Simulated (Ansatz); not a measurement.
# AsS3: the cost of one run

Method: DFT PBE, scalar-relativistic, plane waves, PAW, in Ansatz 0.2.0.

**1. The starting structure**

It takes space group Pm-3m (No. 221, cubic). The conventional cell has a = 4.345 Å, b = 4.345 Å, c = 4.345 Å, α = 90.00°, β = 90.00°, γ = 90.00°. As (site symmetry m-3m) is surrounded by 12 S at 3.07 Å. S (site symmetry 4/mmm) has 4 As at 3.07 Å and 8 S at 3.07 Å as nearest neighbours.

Coordinates:

```cif
data_structure
_symmetry_space_group_name_H-M 'P 1'
_symmetry_Int_Tables_number 1
_cell_length_a 4.3450
_cell_length_b 4.3450
_cell_length_c 4.3450
_cell_angle_alpha 90.000
_cell_angle_beta 90.000
_cell_angle_gamma 90.000
_cell_volume 82.03
loop_
_atom_site_label
_atom_site_type_symbol
_atom_site_fract_x
_atom_site_fract_y
_atom_site_fract_z
_atom_site_occupancy
As1 As 0.00000 0.00000 0.00000 1
S1 S 0.00000 0.50000 0.50000 1
S2 S 0.50000 0.00000 0.50000 1
S3 S 0.50000 0.50000 0.00000 1
```

This is candidate A: Cu3Au (L1_2) type (Pm-3m, No. 221).

(A quick probe on a coarse mesh, which set the mesh and smearing, is not shown.)

**3. Rough relaxation on the coarse mesh (candidate A)**

File input.yaml:

```yaml
crystal:
  lattice:
    - [4.34503383, 0.0, 0.0]
    - [0.0, 4.34503383, 0.0]
    - [0.0, 0.0, 4.34503383]
  atoms:
    - { symbol: As, position: [0.0, 0.0, 0.0] }
    - { symbol: S, position: [0.0, 0.5, 0.5] }
    - { symbol: S, position: [0.5, 0.0, 0.5] }
    - { symbol: S, position: [0.5, 0.5, 0.0] }
basis:
  ecutwfc: 420
kpoints:
  mp_grid: { grid: [4, 4, 4] }
hamiltonian:
  xc: pbe
scf:
  occupations: { method: gaussian, width: 0.1 }
  lower_state_search: "off"
output:
  forces: true
  stress: true
  eigenvalues: true
relax:
  adjacent_minimum: "off"
  f_tol: 0.04
  max_steps: 70
  cell: { stress_tol: 0.4 }
```

Launch:

```
$ ansatz run input.yaml --threads 1 --pin off --max-ram 2560MiB --backend cpu --events-out ev --progress --plain --runs-dir out
```

Q: Estimate wall time and peak memory on 1 thread of Arm Neoverse V2, shared host.

About 5.2 s, with a peak of 0.31 GiB.
